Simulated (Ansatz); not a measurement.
# La2O3, space group P-3m1: a convergence test of the plane-wave cutoff

Program: Ansatz 0.2.0, Python API.

The cells in order, each with its output:

In [1]:
```python
import ansatz as az
import matplotlib.pyplot as plt
```

In [2]:
```python
cell = (
    az.Lattice.of((3.930778, 0.0, 0.0), (-1.965389, 3.404153, 0.0), (0.0, 0.0, 6.111954))
    .atom("La", (2 / 3, 1 / 3, 0.753764))
    .atom("La", (1 / 3, 2 / 3, 0.246236))
    .atom("O", (2 / 3, 1 / 3, 0.354109))
    .atom("O", (1 / 3, 2 / 3, 0.645891))
    .atom("O", (0.0, 0.0, 0.0))
)
```

In [3]:
```python
cell.resolved().tree()["lattice"]
```
Out [3]:
```text
((3.930778, 0.0, 0.0), (-1.965389, 3.404153, 0.0), (0.0, 0.0, 6.111954))
```

In [4]:
```python
calculation = cell.calculation()
calculation = calculation.functional(az.Functional.PBE)
calculation = calculation.kpoints(mesh=(6, 6, 4))
calculation = calculation.occupations(az.OccupationsMethod.FIXED)
calculation = calculation.forces()
calculation = calculation.stress()
```

In [5]:
```python
rows = []
for value in [250, 350, 450, 550, 650]:
    report = calculation.basis(value).run(threads=1, backend="cpu").report
    rows.append((value, report["free_energy_ev"] / len(report["lattice"]["sites"]), report["n_iterations"], sum(report["stress_gpa"][i][i] for i in range(3)) / 3, max(abs(f) for row in report["forces_ev_ang"] for f in row), report["n_pw"]))
```
```text
DeckWarning: basis.ecutwfc = 250 eV is below the records' recommended 420 eV, and the density's cutoff is lower with it unless basis.ecutrho_ratio is high enough to keep the records' density cutoff: compare with a run at a higher cutoff
DeckWarning: basis.ecutwfc = 350 eV is below the records' recommended 420 eV, and the density's cutoff is lower with it unless basis.ecutrho_ratio is high enough to keep the records' density cutoff: compare with a run at a higher cutoff
```

In [6]:
```python
print(" cutoff (eV)   F/atom (eV)    iterations       P (GPa)  max component (eV/A)   plane waves")
for row in rows:
    print(f"{str(row[0]):>12s}  {row[1]:12.5f}  {row[2]:12d}  {row[3]:12.3f}  {row[4]:20.4f}  {row[5]:12d}")
```
```text
 cutoff (eV)   F/atom (eV)    iterations       P (GPa)  max component (eV/A)   plane waves
         250   -2841.20261             8         2.917                0.2047           723
         350   -2842.35893             7         1.883                0.0180          1201
         450   -2842.41463             7         1.898                0.0159          1773
         550   -2842.41540             7         1.896                0.0157          2417
         650   -2842.41573             7         1.892                0.0154          3031
```

In [7]:
```python
for row in rows[:-1]:
    shift = 1000 * (row[1] - rows[-1][1])
    print(f"{row[0]}: {shift:+.2f} meV/atom" + ("  (within 1 meV)" if abs(shift) < 1 else ""))
plt.figure(figsize=(4.5, 3))
plt.plot([str(row[0]) for row in rows], [1000 * (row[1] - rows[-1][1]) for row in rows], "o-")
plt.xlabel("cutoff (eV)")
plt.ylabel("F - F(last) (meV/atom)")
plt.tight_layout()
plt.savefig("ecut.png", dpi=100)
```
```text
250: +1213.12 meV/atom
350: +56.80 meV/atom
450: +1.10 meV/atom
550: +0.32 meV/atom  (within 1 meV)
```

From 550 eV on it stays within 1 meV an atom of the value at 650 eV; the first row (250 eV) is off by 1213.1 meV and the last but one by 0.32 meV. The energy falls steadily, as expected when plane waves are added. The pressure moves from 2.92 to 1.89 GPa (the program's stress holds a Pulay correction, so it settles early).

Pressure is positive in compression. The structure comes from a database of computed cells and needn't be a stable or known phase. Warnings are shown shortened and without file and line. Shifts are counted from the last row, which is itself no proven limit. The whole script took 14 s on 1 thread of Arm Neoverse V2, on a shared host, peak memory 0.53 GiB.
